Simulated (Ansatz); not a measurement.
# Mg2NCl (R-3m) in Ansatz: equation of state

How stiff is Mg2NCl in PBE, and what volume does it want? The cell is scaled to several volumes.

Program: Ansatz 0.2.0. These are calculated values, not measurements. Logs are shortened: lines on timing, memory, paths and dates and some standing lists are left out, and cuts for length are marked.

## Step 1: Starting point

The structure is trigonal, space group R-3m (No. 166). The conventional cell has a = 3.321 Å, b = 3.321 Å, c = 18.009 Å, α = 90.00°, β = 90.00°, γ = 120.00°. Cl (site symmetry -3m) has 6 Mg at 2.76 Å as nearest neighbours. Mg (site symmetry 3m) has 3 N at 2.17 Å as nearest neighbours. N (site symmetry -3m) has 6 Mg at 2.17 Å as nearest neighbours.

The cell comes from a database or a generator and needn't be the stable form of this composition.

## Step 2: Single point, PBE, 13.48 Å³/atom (volume scaled by 0.94)

input.yaml

```yaml
crystal:
  lattice:
    - [1.6267659483, 0.9392137581, 5.8804328801]
    - [-1.6267659483, 0.9392137581, 5.8804328801]
    - [0.0, -1.8784275164, 5.8804328801]
  atoms:
    - { symbol: Cl, position: [0.0, 0.0, 0.0] }
    - { symbol: Mg, position: [0.777185, 0.777185, 0.777185] }
    - { symbol: Mg, position: [0.222815, 0.222815, 0.222815] }
    - { symbol: "N", position: [0.5, 0.5, 0.5] }
hamiltonian:
  xc: pbe
  pseudopotentials: { kind: paw }
kpoints:
  mp_grid: { grid: [9, 9, 9] }
scf:
  occupations: { method: fermi_dirac, width: 0.05 }
output:
  forces: true
  stress: true
  eigenvalues: true
  write_density: true
  write_potential: true
  elf: true
  volumetric_format: npy
```

Potentials or basis: Ansatz PAW.

The run is started by

```
$ ansatz run input.yaml --threads 2 --pin off --max-ram 5120MiB --backend cpu --events-out ev --progress --plain --runs-dir out
```

The program printed:

```text
Warning: RAYON_NUM_THREADS=2 ignored (pool sized by the plan → 2); use --threads N
basis.fft_grid_basis auto: the FFT boxes are laid along the combinations [[1, -1, 0], [0, 1, 0], [0, -1, 1]] of the cell's own vectors, 3.254, 6.173 and 3.254 Å long. The dense box has 24×45×24 points. Along the cell's own vectors, as sized, it would have 45×45×45, 3.52 times as many. Of the 12 symmetry operations that the crystal satisfies within crystal.symmetry.tolerance (time reversal apart; of a slab, those that keep its plane) the dense box along the cell's own vectors carries 12, and the one as laid loses 8 of those. basis.fft_grid_basis: typed keeps the cell's own vectors: state it where this run's energies or levels are differenced outside the engine with another run's, or held beside a run that keeps those vectors. Those combinations have planes normal to reciprocal vector 3, as the cell's own vectors have. Each planar average written beside output.write_density, output.write_potential has a row for each plane of the box: 24. The volumetric files lie along those combinations, not along the cell's own vectors: a cube or XSF file states them, and fields.json those of NumPy files.
Engine: ansatz 0.2.0, aarch64-unknown-linux-gnu
Pseudopotentials: kind: paw
Pseudopotential: Cl, paw, valence charge 7, recommended cutoff 420 eV (normal), Cl.paw.azcp
Pseudopotential: Mg, paw, valence charge 10, recommended cutoff 420 eV (normal), Mg.paw.azcp
Pseudopotential: N, paw, valence charge 5, recommended cutoff 420 eV (normal), N.paw.azcp
Functional definition: PBE
  parameter kappa = 0.804
  parameter beta = 0.06672455060314922
  exchange = pbe_x(kappa = kappa, mu = beta*pi^2/3)
  correlation = pbe_c(beta = beta)
Crystal: 4 atoms, lattice volume = 53.908 Å³
Basis set: ecut = 420 eV, 1075 PW (Γ), FFT grids on a1−a2, a2, −a2+a3, exchange–correlation on 48×90×48 points (8 copies of the dense FFT grid, shifted against one another)
Bands: 20, of which v1, the nominal top of the filled ones, is band 16 counted from 1 (15 counted from 0)
Symmetry: 12 space group operations
Space group: R-3m (ITA 166), of the structure as read, at distance tolerance 3.8e-5 Å
k-points: 85 of 729
Non-local potential: Cl, projectors of the file, l = 0: 2, l = 1: 2, l = 2: 2
Non-local potential: Mg, projectors of the file, l = 0: 3, l = 1: 2, l = 2: 1
Non-local potential: N, projectors of the file, l = 0: 2, l = 1: 2, l = 2: 1
PAW form: soft (Blöchl's): semilocal exchange-correlation on the pseudo side does not see the compensation charge
PAW one-centre angular grid: Cl, 110 points (default); XC on 64 Gauss nodes
PAW one-centre angular grid: Mg, 110 points (default); XC on 64 Gauss nodes
PAW one-centre angular grid: N, 110 points (default); XC on 64 Gauss nodes
Initial density: superposition of atomic densities (neutral atoms: chi_scale 0, normalization atom), corrected by the library's trained network
Initial wavefunctions: pseudopotential atomic-orbital guess
Functional: x = pbe(κ = 0.804, μ = 0.2195149727645171), c = pbe(β = 0.06672455060314922)
SCF iter   1: F=—  HF=-5315.613212 eV  |F-HF|=—  |Δ(HF+E_count)|=         —  Δρ=2.22e-3  dr2=5.17e-3  ethr=1.77e-3  ⟨swp⟩=6.1  Hψ=8143  notcnv=0
preconditioner: auto → none  [insulator: Δε(μ)=2.750 eV  Ē_g=12.150 eV  σ=0.050 eV  W_gap=1.00  n_scr=16 (ndim 8)  ℏωp=20.2 eV  f_vac=0.000  D(μ)=0.00/eV (n_scr^D=0)  ε∞_Penn≈3.8]
SCF iter   2: F=—  HF=-5315.610951 eV  |F-HF|=—  |Δ(HF+E_count)|=   2.26e-3  Δρ=7.08e-4  dr2=5.52e-4  ethr=1.62e-5  ⟨swp⟩=2.4  Hψ=3379  notcnv=0
SCF iter   3: F=—  HF=-5315.610710 eV  |F-HF|=—  |Δ(HF+E_count)|=   2.40e-4  Δρ=2.25e-4  dr2=1.66e-5  ethr=1.73e-6  ⟨swp⟩=2.9  Hψ=2988  notcnv=0
SCF iter   4: F=—  HF=-5315.610695 eV  |F-HF|=—  |Δ(HF+E_count)|=   1.57e-5  Δρ=7.48e-5  dr2=1.24e-6  ethr=5.18e-8  ⟨swp⟩=2.4  Hψ=2775  notcnv=0
iter 5 did not close the SCF: its close was put off for the readings that it lacked (scf_convergence_deferred on its scf_iter line)
SCF iter   5: F=-5315.610696 eV  HF=-5315.610696 eV  |F-HF|=1.25e-8  |Δ(HF+E_count)|=   9.19e-7  Δρ=9.72e-6  dr2=4.11e-8  ethr=3.86e-9  ⟨swp⟩=2.1  Hψ=2341  notcnv=0
SCF iter   6: F=-5315.610696 eV  HF=-5315.610696 eV  |F-HF|=1.38e-9  |Δ(HF+E_count)|=   6.85e-9  Δρ=2.33e-6  dr2=1.94e-9  ethr=1.28e-10  ⟨swp⟩=6.1  Hψ=9883  notcnv=0
SCF 1 converged in 6 iterations: F = -5315.610696 eV  dr2 = 1.94e-9
SCF converged after 6 iterations
Free energy (F): -5315.610696 eV
Harris-Foulkes:  -5315.610696 eV  (|F-HF|=1.38e-9)
Internal energy: -5315.610696 eV  (E = F + TS)
E sigma→0 (E₀):  -5315.610696 eV
Fermi energy:    9.447475 eV
--- Per-component energies (eV) ---
  E_band       = -625.283094
  E_kinetic    = 449.668631
  E_local      = -3505.652068  (includes V_loc(G=0)·N_el)
  E_nonlocal   = 264.076412
  E_hartree    = 1257.413832
  E_xc         = -229.121271
  E_vxc        = -278.512016  (∫ρ·V_xc dr)
  E_paw        = -1370.235153  (= ΣΔE_a)
  E_vpaw       = -69.693019  (= ΣTr[D̂ρ^β])
  E_aug_tail   = 0.000196  (compensation charges beyond the density's cutoff)
  E_ewald      = -2181.761276
  E_smearing   = -0.000000  (= −TS)
  E_closure    = 0.000000  (closes the sum)
  Σ components = -5315.610696   (vs F -5315.610696, Δ=0.00e0)
--- Forces (eV/Å), atoms counted from 1 ---
  atom   1  Cl     0.00000000     0.00000000     0.00000000
  atom   2  Mg     0.00000000     0.00000000    -0.27060244
  atom   3  Mg    -0.00000000    -0.00000000     0.27060244
  atom   4  N      0.00000000     0.00000000    -0.00000000
  max |Σ_I F_I| component: 4.63e-18 eV/Å
--- Stress (GPa, compression-positive) ---
        6.320628       0.000000      -0.000000
        0.000000       6.320628       0.000000
       -0.000000       0.000000       5.435712
  P = ⅓ Tr σ = 6.0257 GPa (60.257 kbar)
--- Band table (eV; the first three rows and the last of 85) ---
  k-point 0: bands = ["-66.1707", "-66.1583", "-33.0039", "-32.9355", "-32.8931", "-32.8931", "-32.8735", "-32.8735", "-8.7304", "-4.8776", "1.4986", "5.7104", "5.7104", "7.0257", "8.0373", "8.0373", "10.7109", "13.6268", "17.0238", "17.0481"]
  k-point 1: bands = ["-66.1702", "-66.1585", "-33.0023", "-32.9385", "-32.8947", "-32.8942", "-32.8758", "-32.8733", "-8.6275", "-4.7800", "1.6579", "5.0911", "5.5933", "7.0016", "7.3218", "7.9289", "11.3645", "14.2474", "16.0971", "17.0089"]
  k-point 2: bands = ["-66.1688", "-66.1589", "-32.9979", "-32.9466", "-32.8983", "-32.8971", "-32.8811", "-32.8730", "-8.3500", "-4.5151", "2.1005", "3.8055", "5.3167", "6.0032", "6.9489", "7.6732", "12.4696", "14.3628", "15.5068", "15.7524"]
  k-point 84: bands = ["-66.1702", "-66.1585", "-33.0017", "-32.9392", "-32.8947", "-32.8942", "-32.8757", "-32.8733", "-8.5930", "-4.9282", "2.4525", "4.8428", "5.6010", "5.7311", "7.4453", "7.9088", "13.4731", "13.7650", "15.1309", "16.1557"]
```

Run time: 2.3 s. Hardware: 2 threads of Arm Neoverse V2, shared host; peak memory 0.36 GiB.

What came out:

* Free energy: -5315.6107 eV
* Pressure: 6.0 GPa
* Largest force: 0.271 eV/Å
* Band gap on the k mesh: 2.67 eV, direct

Caveat: odd divisions of the mesh miss points on the zone boundary, where band edges often lie, so the gap on the mesh can be too wide.

## Step 3: Single point, PBE, 13.76 Å³/atom (volume scaled by 0.96)

input.yaml: that of step 2 with these lines changed.

```diff
@@ -2,5 +2,5 @@
   lattice:
-    - [1.6267659483, 0.9392137581, 5.8804328801]
-    - [-1.6267659483, 0.9392137581, 5.8804328801]
-    - [0.0, -1.8784275164, 5.8804328801]
+    - [1.638222424, 0.9458281575, 5.9218457437]
+    - [-1.638222424, 0.9458281575, 5.9218457437]
+    - [0.0, -1.891656315, 5.9218457437]
   atoms:
@@ -21,5 +21 @@
   eigenvalues: true
-  write_density: true
-  write_potential: true
-  elf: true
-  volumetric_format: npy
```

Potentials or basis: Ansatz PAW.

The run is started by

```
$ ansatz run input.yaml --threads 2 --pin off --max-ram 5120MiB --backend cpu --events-out ev --progress --plain --runs-dir out
```

Run time: 1.7 s. Hardware: 2 threads of Arm Neoverse V2, shared host; peak memory 0.35 GiB.

It converged, with:

```
Free energy            : -5315.6457 eV
Pressure               : 3.8 GPa
Largest force          : 0.170 eV/Å
Band gap on the k mesh : 2.52 eV, direct
```

Caveat: odd divisions of the mesh miss points on the zone boundary, where band edges often lie, so the gap on the mesh can be too wide.

## Step 4: Single point, PBE, 14.05 Å³/atom (volume scaled by 0.98)

input.yaml: that of step 3 with these lines changed.

```diff
@@ -2,5 +2,5 @@
   lattice:
-    - [1.638222424, 0.9458281575, 5.9218457437]
-    - [-1.638222424, 0.9458281575, 5.9218457437]
-    - [0.0, -1.891656315, 5.9218457437]
+    - [1.6495208667, 0.9523513164, 5.9626873498]
+    - [-1.6495208667, 0.9523513164, 5.9626873498]
+    - [0.0, -1.9047026329, 5.9626873498]
   atoms:
```

Potentials or basis: Ansatz PAW.

The run is started by

```
$ ansatz run input.yaml --threads 2 --pin off --max-ram 5120MiB --backend cpu --events-out ev --progress --plain --runs-dir out
```

The program printed:

```text
Warning: RAYON_NUM_THREADS=2 ignored (pool sized by the plan → 2); use --threads N
basis.fft_grid_basis auto: the FFT boxes are laid along the combinations [[1, 0, -1], [0, 1, -1], [0, 0, 1]] of the cell's own vectors, 3.299, 3.299 and 6.260 Å long. The dense box has 24×24×45 points. Along the cell's own vectors, as sized, it would have 45×45×45, 3.52 times as many. Of the 12 symmetry operations that the crystal satisfies within crystal.symmetry.tolerance (time reversal apart; of a slab, those that keep its plane) the dense box along the cell's own vectors carries 12, and the one as laid loses 8 of those. basis.fft_grid_basis: typed keeps the cell's own vectors: state it where this run's energies or levels are differenced outside the engine with another run's, or held beside a run that keeps those vectors.
[... 10 set-up lines as earlier in the session ...]
Crystal: 4 atoms, lattice volume = 56.202 Å³
Basis set: ecut = 420 eV, 1099 PW (Γ), FFT grids on a1−a3, a2−a3, a3, exchange–correlation on 48×48×90 points (8 copies of the dense FFT grid, shifted against one another)
Bands: 20, of which v1, the nominal top of the filled ones, is band 16 counted from 1 (15 counted from 0)
[... 2 set-up lines as earlier in the session ...]
k-points: 85 of 729
[... 10 set-up lines as earlier in the session ...]
SCF iter   1: F=—  HF=-5315.667349 eV  |F-HF|=—  |Δ(HF+E_count)|=         —  Δρ=1.96e-3  dr2=4.23e-3  ethr=1.77e-3  ⟨swp⟩=6.1  Hψ=8090  notcnv=0
preconditioner: auto → none  [insulator: Δε(μ)=2.449 eV  Ē_g=11.908 eV  σ=0.050 eV  W_gap=1.00  n_scr=16 (ndim 8)  ℏωp=19.8 eV  f_vac=0.000  D(μ)=0.00/eV (n_scr^D=0)  ε∞_Penn≈3.8]
SCF iter   2: F=—  HF=-5315.665509 eV  |F-HF|=—  |Δ(HF+E_count)|=   1.84e-3  Δρ=6.90e-4  dr2=5.06e-4  ethr=1.32e-5  ⟨swp⟩=2.0  Hψ=3298  notcnv=0
SCF iter   3: F=—  HF=-5315.665312 eV  |F-HF|=—  |Δ(HF+E_count)|=   1.98e-4  Δρ=2.09e-4  dr2=1.53e-5  ethr=1.58e-6  ⟨swp⟩=2.9  Hψ=3004  notcnv=0
SCF iter   4: F=—  HF=-5315.665283 eV  |F-HF|=—  |Δ(HF+E_count)|=   2.83e-5  Δρ=7.19e-5  dr2=1.27e-6  ethr=4.80e-8  ⟨swp⟩=2.9  Hψ=3415  notcnv=0
iter 5 did not close the SCF: its close was put off for the readings that it lacked (scf_convergence_deferred on its scf_iter line)
SCF iter   5: F=-5315.665284 eV  HF=-5315.665284 eV  |F-HF|=2.29e-8  |Δ(HF+E_count)|=   9.63e-7  Δρ=1.12e-5  dr2=6.02e-8  ethr=3.96e-9  ⟨swp⟩=2.2  Hψ=2941  notcnv=0
SCF iter   6: F=-5315.665284 eV  HF=-5315.665284 eV  |F-HF|=2.70e-9  |Δ(HF+E_count)|=   6.87e-9  Δρ=3.02e-6  dr2=3.09e-9  ethr=1.88e-10  ⟨swp⟩=3.0  Hψ=5814  notcnv=0
SCF 1 converged in 6 iterations: F = -5315.665284 eV  dr2 = 3.09e-9
SCF converged after 6 iterations
Free energy (F): -5315.665284 eV
Harris-Foulkes:  -5315.665284 eV  (|F-HF|=2.70e-9)
Internal energy: -5315.665284 eV  (E = F + TS)
E sigma→0 (E₀):  -5315.665284 eV
Fermi energy:    8.816660 eV
--- Per-component energies (eV) ---
  E_band       = -641.329443
  E_kinetic    = 447.385770
  E_local      = -3548.240710  (includes V_loc(G=0)·N_el)
  E_nonlocal   = 263.937747
  E_hartree    = 1271.651569
  E_xc         = -228.264192
  E_vxc        = -277.352685  (∫ρ·V_xc dr)
  E_paw        = -1370.471488  (= ΣΔE_a)
  E_vpaw       = -70.364650  (= ΣTr[D̂ρ^β])
  E_aug_tail   = 0.000192  (compensation charges beyond the density's cutoff)
  E_ewald      = -2151.664173
  E_smearing   = -0.000000  (= −TS)
  E_closure    = 0.000000  (closes the sum)
  Σ components = -5315.665284   (vs F -5315.665284, Δ=0.00e0)
--- Forces (eV/Å), atoms counted from 1 ---
  atom   1  Cl    -0.00000000     0.00000000     0.00000000
  atom   2  Mg     0.00000000     0.00000000    -0.07722329
  atom   3  Mg     0.00000000    -0.00000000     0.07722329
  atom   4  N     -0.00000000     0.00000000     0.00000000
  max |Σ_I F_I| component: 1.39e-17 eV/Å
--- Stress (GPa, compression-positive) ---
        1.785132       0.000000      -0.000000
        0.000000       1.785132       0.000000
       -0.000000       0.000000       1.665142
  P = ⅓ Tr σ = 1.7451 GPa (17.451 kbar)
--- Band table (eV; the first three rows and the last of 85) ---
  k-point 0: bands = ["-66.7809", "-66.7706", "-33.6075", "-33.5487", "-33.5050", "-33.5050", "-33.4879", "-33.4879", "-9.0103", "-5.2326", "1.2270", "5.2242", "5.2242", "6.5500", "7.5513", "7.5513", "9.9330", "12.9908", "16.1275", "16.4332"]
  k-point 1: bands = ["-66.7805", "-66.7707", "-33.6061", "-33.5511", "-33.5063", "-33.5060", "-33.4898", "-33.4877", "-8.9160", "-5.1398", "1.3798", "4.6392", "5.1153", "6.5275", "6.8343", "7.4458", "10.6023", "13.5932", "15.3685", "16.3920"]
  k-point 2: bands = ["-66.7793", "-66.7711", "-33.6022", "-33.5576", "-33.5094", "-33.5088", "-33.4944", "-33.4875", "-8.6630", "-4.8886", "1.8035", "3.4252", "4.8574", "5.5472", "6.4845", "7.1974", "11.7156", "13.7741", "14.8509", "15.1316"]
  k-point 84: bands = ["-66.7805", "-66.7708", "-33.6056", "-33.5516", "-33.5063", "-33.5060", "-33.4898", "-33.4878", "-8.8866", "-5.2663", "2.1134", "4.4044", "5.1216", "5.3034", "6.9667", "7.4288", "12.6182", "12.9795", "14.6071", "15.4680"]
```

It took 1.7 s on 2 threads of Arm Neoverse V2, shared host; peak memory 0.36 GiB.

Results:

```
Free energy            : -5315.6653 eV
Pressure               : 1.7 GPa
Largest force          : 0.077 eV/Å
Band gap on the k mesh : 2.38 eV, direct
```

Caveat: odd divisions of the mesh miss points on the zone boundary, where band edges often lie, so the gap on the mesh can be too wide.

## Step 5: Single point, PBE, 14.34 Å³/atom

input.yaml: that of step 4 with these lines changed.

```diff
@@ -2,5 +2,5 @@
   lattice:
-    - [1.6495208667, 0.9523513164, 5.9626873498]
-    - [-1.6495208667, 0.9523513164, 5.9626873498]
-    - [0.0, -1.9047026329, 5.9626873498]
+    - [1.6606666161, 0.9587863178, 6.002977]
+    - [-1.6606666161, 0.9587863178, 6.002977]
+    - [0.0, -1.9175726357, 6.002977]
   atoms:
```

The run is started by

```
$ ansatz run input.yaml --threads 2 --pin off --max-ram 5120MiB --backend cpu --events-out ev --progress --plain --runs-dir out
```

Wall time 1.8 s (2 threads of Arm Neoverse V2, shared host); peak memory 0.36 GiB.

The run converged. Its results:

- Free energy: -5315.6711 eV
- Pressure: -0.1 GPa
- Largest force: 0.009 eV/Å
- Band gap on the k mesh: 2.25 eV, direct

Caveat: odd divisions of the mesh miss points on the zone boundary, where band edges often lie, so the gap on the mesh can be too wide.

## Step 6: Single point, PBE, 14.62 Å³/atom (volume scaled by 1.02)

input.yaml: that of step 5 with these lines changed.

```diff
@@ -2,5 +2,5 @@
   lattice:
-    - [1.6606666161, 0.9587863178, 6.002977]
-    - [-1.6606666161, 0.9587863178, 6.002977]
-    - [0.0, -1.9175726357, 6.002977]
+    - [1.6716647288, 0.9651360811, 6.0427329732]
+    - [-1.6716647288, 0.9651360811, 6.0427329732]
+    - [0.0, -1.9302721623, 6.0427329732]
   atoms:
```

Potentials or basis: Ansatz PAW.

The run is started by

```
$ ansatz run input.yaml --threads 2 --pin off --max-ram 5120MiB --backend cpu --events-out ev --progress --plain --runs-dir out
```

Wall time 1.9 s (2 threads of Arm Neoverse V2, shared host); peak memory 0.36 GiB.

It converged, with:

```
Free energy            : -5315.6645 eV
Pressure               : -1.7 GPa
Largest force          : 0.088 eV/Å
Band gap on the k mesh : 2.12 eV, direct
```

Caveat: odd divisions of the mesh miss points on the zone boundary, where band edges often lie, so the gap on the mesh can be too wide.

## Step 7: Single point, PBE, 14.91 Å³/atom (volume scaled by 1.04)

input.yaml: that of step 6 with these lines changed.

```diff
@@ -2,5 +2,5 @@
   lattice:
-    - [1.6716647288, 0.9651360811, 6.0427329732]
-    - [-1.6716647288, 0.9651360811, 6.0427329732]
-    - [0.0, -1.9302721623, 6.0427329732]
+    - [1.6825199987, 0.9714033741, 6.0819725985]
+    - [-1.6825199987, 0.9714033741, 6.0819725985]
+    - [0.0, -1.9428067484, 6.0819725985]
   atoms:
```

The run is started by

```
$ ansatz run input.yaml --threads 2 --pin off --max-ram 5120MiB --backend cpu --events-out ev --progress --plain --runs-dir out
```

Run time: 1.9 s. Hardware: 2 threads of Arm Neoverse V2, shared host; peak memory 0.36 GiB.

It converged, with:

```
Free energy            : -5315.6467 eV
Pressure               : -3.2 GPa
Largest force          : 0.162 eV/Å
Band gap on the k mesh : 1.99 eV, direct
```

Caveat: odd divisions of the mesh miss points on the zone boundary, where band edges often lie, so the gap on the mesh can be too wide.

## Step 8: Single point, PBE, 15.20 Å³/atom (volume scaled by 1.06)

input.yaml: that of step 7 with these lines changed.

```diff
@@ -2,5 +2,5 @@
   lattice:
-    - [1.6825199987, 0.9714033741, 6.0819725985]
-    - [-1.6825199987, 0.9714033741, 6.0819725985]
-    - [0.0, -1.9428067484, 6.0819725985]
+    - [1.6932369755, 0.9775908236, 6.1207123219]
+    - [-1.6932369755, 0.9775908236, 6.1207123219]
+    - [0.0, -1.9551816473, 6.1207123219]
   atoms:
@@ -21 +21,5 @@
   eigenvalues: true
+  write_density: true
+  write_potential: true
+  elf: true
+  volumetric_format: npy
```

The run is started by

```
$ ansatz run input.yaml --threads 2 --pin off --max-ram 5120MiB --backend cpu --events-out ev --progress --plain --runs-dir out
```

Wall time 2.9 s (2 threads of Arm Neoverse V2, shared host); peak memory 0.37 GiB.

It converged, with:

| Quantity | Value |
| --- | --- |
| Free energy | -5315.6187 eV |
| Pressure | -4.6 GPa |
| Largest force | 0.230 eV/Å |
| Band gap on the k mesh | 1.88 eV, direct |

Caveat: odd divisions of the mesh miss points on the zone boundary, where band edges often lie, so the gap on the mesh can be too wide.

## Step 9: Equation of state, PBE

Potentials or basis: Ansatz PAW.

No new run: the results of the series are fitted here.

What came out:

```yaml
Equilibrium_volume: 14.32 Å³/atom
Bulk_modulus_at_fixed_shape_and_positions: 87 GPa
Pressure_derivative_of_the_bulk_modulus: 4.2
```

Energy against volume, from the lowest point:
| volume (Å³/atom) | energy (meV/atom) |
| --- | --- |
| 13.477 | 15.10 |
| 13.764 | 6.36 |
| 14.050 | 1.45 |
| 14.337 | 0.00 |
| 14.624 | 1.65 |
| 14.911 | 6.11 |
| 15.197 | 13.11 |

Caveat: the cell was scaled at fixed shape and fractional positions, which overstates the stiffness of a crystal with free parameters, most of all of layers and chains.
